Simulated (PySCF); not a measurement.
# Si₄H₁₀O: NMR shifts, electronic excitations and K edges in gas and solvents, part 2 of 2

PySCF 2.14.0. Atoms count from 0. The steps go on from the part before.

## (6) Excited states and response: B3LYP/def2-SVPD in acetonitrile

What the job is given:

```
{"job": {"kind": "uv", "xc": "B3LYP", "basis": "def2-SVPD", "solvent": "acetonitrile", "nstates": 6, "ntriplets": 0}, "charge": 0, "multiplicity": 1}
O     -1.549190     0.574640    -1.766310
Si    -1.077802     1.606980    -0.536722
Si     0.418082     0.328093     0.722057
Si     2.127718    -0.388191    -0.712274
Si    -0.701026    -1.552435     1.559827
H     -2.173725     0.917694    -2.412377
H     -2.248822     2.056934     0.285970
H     -0.418039     2.840817    -1.077813
H      0.971104     1.160616     1.839394
H      3.138654    -1.208065     0.024920
H      1.521387    -1.224581    -1.791631
H      2.819175     0.782596    -1.336262
H      0.202862    -2.360835     2.435844
H     -1.138229    -2.399127     0.408504
H     -1.905837    -1.152784     2.350641
```

With the program's defaults for keys left out, this is: TDDFT B3LYP/def2-SVPD, vertical, IEF-PCM acetonitrile (non-equilibrium linear response), core orbitals frozen in the response.

Standard output:

```text
coarse grid: 13784 points
cycle   1  E = -1238.6624948603  dE = -1.340e-01  |g| = 6.993e-01  |ddm| = 4.212e+00
cycle   2  E = -1238.4374979902  dE =  2.250e-01  |g| = 1.272e+00  |ddm| = 1.723e+00
cycle   3  E = -1238.7548807086  dE = -3.174e-01  |g| = 5.677e-02  |ddm| = 1.091e+00
cycle   4  E = -1238.7556400162  dE = -7.593e-04  |g| = 1.226e-02  |ddm| = 1.199e-01
cycle   5  E = -1238.7556868185  dE = -4.680e-05  |g| = 3.626e-03  |ddm| = 3.333e-02
cycle   6  E = -1238.7556919160  dE = -5.098e-06  |g| = 6.155e-04  |ddm| = 9.591e-03
final grid: 112632 points
cycle   7  E = -1238.9176842395  dE = -1.277e-05  |g| = 8.994e-04  |ddm| = 3.956e-02
cycle   8  E = -1238.9176843042  dE = -6.468e-08  |g| = 9.450e-04  |ddm| = 3.278e-03
cycle   9  E = -1238.9176844848  dE = -1.806e-07  |g| = 2.877e-04  |ddm| = 1.149e-03
cycle  10  E = -1238.9176844994  dE = -1.464e-08  |g| = 7.158e-05  |ddm| = 3.703e-04
cycle  11  E = -1238.9176845009  dE = -1.418e-09  |g| = 7.519e-06  |ddm| = 1.260e-04
cycle  12  E = -1238.9176845009  dE = -1.955e-11  |g| = 2.606e-06  |ddm| = 2.241e-05
converged SCF energy = -1238.9176845009

Static polarisability (au): isotropic 179.445, principal 155.687 189.574 193.075

Singlet excitations
state   eV       nm        f      main configurations
  1   5.9520    208.3   0.08883   H->L 0.96
  2   6.0633    204.5   0.01895   H-1->L 0.97
  3   6.4717    191.6   0.00475   H->L+1 0.64, H->L+2 0.16, H-1->L+1 0.09
  4   6.4903    191.0   0.00519   H->L+2 0.40, H-1->L+1 0.31, H->L+1 0.23
  5   6.6933    185.2   0.00492   H-2->L 0.94
  6   6.7713    183.1   0.03938   H-1->L+2 0.59, H->L+4 0.18, H->L+3 0.13
```

Wall time 42 s (1 thread of Arm Neoverse N1, shared host); peak memory 1.1 GiB.

Key values: HOMO -7.54 eV, LUMO -0.67 eV; lowest singlet 5.95 eV.

## (7) Ultraviolet spectrum: B3LYP/def2-SVPD in chloroform

Same as in step 6 but for these lines:

```diff
@@ -1,2 +1,2 @@
-{"job": {"kind": "uv", "xc": "B3LYP", "basis": "def2-SVPD", "solvent": "acetonitrile", "nstates": 6, "ntriplets": 0}, "charge": 0, "multiplicity": 1}
+{"job": {"kind": "uv", "xc": "B3LYP", "basis": "def2-SVPD", "solvent": "chloroform", "nstates": 6, "ntriplets": 0}, "charge": 0, "multiplicity": 1}
 O     -1.549190     0.574640    -1.766310
```

Method: TDDFT B3LYP/def2-SVPD, vertical, IEF-PCM chloroform (non-equilibrium linear response), core orbitals frozen in the response.

Standard output:

```text
coarse grid: 13784 points
cycle   1  E = -1238.6595770172  dE = -1.312e-01  |g| = 7.028e-01  |ddm| = 4.210e+00
cycle   2  E = -1238.4253190287  dE =  2.343e-01  |g| = 1.290e+00  |ddm| = 1.711e+00
cycle   3  E = -1238.7531617500  dE = -3.278e-01  |g| = 5.853e-02  |ddm| = 1.092e+00
cycle   4  E = -1238.7539828073  dE = -8.211e-04  |g| = 1.365e-02  |ddm| = 1.254e-01
cycle   5  E = -1238.7540430506  dE = -6.024e-05  |g| = 4.234e-03  |ddm| = 3.732e-02
cycle   6  E = -1238.7540500772  dE = -7.027e-06  |g| = 6.687e-04  |ddm| = 1.067e-02
final grid: 112632 points
cycle   7  E = -1238.9160545808  dE = -1.275e-05  |g| = 9.583e-04  |ddm| = 3.973e-02
cycle   8  E = -1238.9160546325  dE = -5.170e-08  |g| = 1.039e-03  |ddm| = 3.419e-03
cycle   9  E = -1238.9160548534  dE = -2.208e-07  |g| = 3.006e-04  |ddm| = 1.236e-03
cycle  10  E = -1238.9160548696  dE = -1.621e-08  |g| = 7.274e-05  |ddm| = 3.868e-04
cycle  11  E = -1238.9160548710  dE = -1.452e-09  |g| = 9.389e-06  |ddm| = 1.288e-04
cycle  12  E = -1238.9160548711  dE = -3.888e-11  |g| = 3.043e-06  |ddm| = 2.728e-05
converged SCF energy = -1238.9160548711

Static polarisability (au): isotropic 162.004, principal 138.002 172.691 175.320

Singlet excitations
state   eV       nm        f      main configurations
  1   5.9291    209.1   0.09631   H->L 0.96
  2   6.0388    205.3   0.02106   H-1->L 0.97
  3   6.4756    191.5   0.00632   H->L+1 0.38, H->L+2 0.33, H-1->L+1 0.21
  4   6.4942    190.9   0.00572   H->L+1 0.49, H->L+2 0.22, H-1->L+1 0.20
  5   6.6652    186.0   0.00424   H-2->L 0.94
  6   6.7674    183.2   0.04795   H-1->L+2 0.60, H->L+4 0.18, H->L+3 0.11
```

It took 42 s on 1 thread of Arm Neoverse N1, shared host; peak memory 0.95 GiB.

Key values: HOMO -7.55 eV, LUMO -0.71 eV; lowest singlet 5.93 eV.

## (8) Core excitations: BHandHLYP/def2-SVPD+aug-pcX-1+pcseg-1

Same as in step 7 but for these lines:

```diff
@@ -1,2 +1,2 @@
-{"job": {"kind": "uv", "xc": "B3LYP", "basis": "def2-SVPD", "solvent": "chloroform", "nstates": 6, "ntriplets": 0}, "charge": 0, "multiplicity": 1}
+{"job": {"kind": "xas", "xc": "BHandHLYP", "basis": {"default": "aug-pcX-1", "H": "pcseg-1", "Si": "def2-SVPD"}}, "charge": 0, "multiplicity": 1}
 O     -1.549190     0.574640    -1.766310
```

With the program's defaults for keys left out, this is: core-valence-separated TDA BHandHLYP/aug-pcX-1 H:pcseg-1 Si:def2-SVPD, K edges, non-relativistic, gas phase.

Standard output:

```text
coarse grid: 13784 points
cycle   1  E = -1238.6425001243  dE = -2.280e-01  |g| = 6.335e-01  |ddm| = 3.604e+00
cycle   2  E = -1238.6139380632  dE =  2.856e-02  |g| = 7.892e-01  |ddm| = 1.122e+00
cycle   3  E = -1238.7228350243  dE = -1.089e-01  |g| = 4.512e-02  |ddm| = 6.192e-01
cycle   4  E = -1238.7233846358  dE = -5.496e-04  |g| = 1.089e-02  |ddm| = 8.000e-02
cycle   5  E = -1238.7234267944  dE = -4.216e-05  |g| = 2.814e-03  |ddm| = 2.649e-02
cycle   6  E = -1238.7234299239  dE = -3.129e-06  |g| = 5.428e-04  |ddm| = 5.550e-03
final grid: 112632 points
cycle   7  E = -1238.8245169922  dE = -1.980e-05  |g| = 1.114e-03  |ddm| = 1.500e-02
cycle   8  E = -1238.8245171119  dE = -1.197e-07  |g| = 4.288e-04  |ddm| = 2.141e-03
cycle   9  E = -1238.8245171293  dE = -1.739e-08  |g| = 3.335e-04  |ddm| = 6.287e-04
cycle  10  E = -1238.8245171479  dE = -1.856e-08  |g| = 3.946e-05  |ddm| = 2.649e-04
cycle  11  E = -1238.8245171483  dE = -4.061e-10  |g| = 7.430e-06  |ddm| = 6.078e-05
converged SCF energy = -1238.8245171483

O K edge
   eV          f      from atoms
  531.610   0.01375   O0
  533.294   0.03257   O0
  533.849   0.00987   O0
  534.152   0.01051   O0
  534.338   0.00020   O0
  534.688   0.00101   O0
  534.938   0.00536   O0
  535.290   0.00061   O0
```

Wall time 17 s (1 thread of Arm Neoverse N1, shared host); peak memory 0.79 GiB.

## (9) Run by run: NMR shifts

Shifts (ppm) of some atoms, chosen among heavy atoms and hydrogens apart, means over like atoms, with basis size and wall time:

```csv
run,H9,H8,H5,O0,Si1,Si3,Si2,functions,time
PBE0/pcSseg-1 in acetonitrile,3.71,2.94,1.33,5.7,-13.6,-102.9,-132.5,163,31 s
PBE0/pcSseg-1 in chloroform,3.73,2.92,1.05,4.5,-13.9,-103.0,-132.5,163,28 s
```

The continuum's effect on the ground state:

```csv
solvent,ε,polarisation energy (Eh),μ (D)
chloroform,4.71,-0.0045,1.75
acetonitrile,35.69,-0.0065,1.85
```

## (10) Run by run: electronic excitations

Excitations and ground-state properties, with basis size and wall time:

```csv
run,lowest singlet (eV),brightest (eV),f,gap (eV),α (Å³),μ (D),functions,time
B3LYP/def2-SVPD,5.88,5.88,0.055,6.77,18.83,1.34,199,45 s
B3LYP/def2-SVPD in acetonitrile,5.95,5.95,0.089,6.87,26.59,1.73,199,42 s
B3LYP/def2-SVPD in chloroform,5.93,5.93,0.096,6.85,24.01,1.61,199,42 s
```

The continuum's effect on the ground state:

```csv
solvent,ε,polarisation energy (Eh),μ (D)
chloroform,4.71,-0.0043,1.61
acetonitrile,35.69,-0.0063,1.73
```

## (11) Outcome

This closing draws on all 2 parts.

```
                                                                              quantity                                                  value
                                                  rotational constants (main isotopes)                                   1.65, 1.34, 0.92 GHz
  1H shifts against TMS (PBE0/pcSseg-1, acetonitrile, means over atoms taken as alike)                             5.47, 3.71, 2.94, 1.33 ppm
                                  17O shifts against H2O (PBE0/pcSseg-1, acetonitrile)                                                5.7 ppm
29Si shifts against TMS (PBE0/pcSseg-1, acetonitrile, means over atoms taken as alike)                              -13.6, -102.9, -132.5 ppm
                                                      lowest singlet (B3LYP/def2-SVPD)                            5.88 eV (211 nm), f = 0.055
                                                                              O K edge  first line 531.61 eV, strongest 533.29 eV (f = 0.033)
                                                              range of the shift of O0                                         4.5 to 5.7 ppm
                                                           range of the lowest singlet                                        5.88 to 5.95 eV
```

What this shows: The start of the PBE0/def2-SVP relaxation was shaken at random by about 0.01 Å, so part of the energy gained, and of the first lengths quoted, undoes that. Relaxing lowered the energy by 0.331 eV in 6 steps; the close pair that moved most is Si4–H12, from 1.444 to 1.496 Å. The first singlet state (HOMO→LUMO 0.95) lies at 5.88 eV and is bright. At the O edge the strongest single line lifts a 1s electron of O0 into several orbitals, led by LUMO+7 (weight 0.41), 1.7 eV above the first line. Absolute edge energies from this method are off by several eV; spacings are better. Across the 2 runs the shift of O0 moves most, between 4.5 (PBE0/pcSseg-1 in chloroform) and 5.7 ppm (PBE0/pcSseg-1 in acetonitrile). The continuum holds electrostatics alone: no hydrogen bonds to the solvent, and the gas-phase geometry is kept.
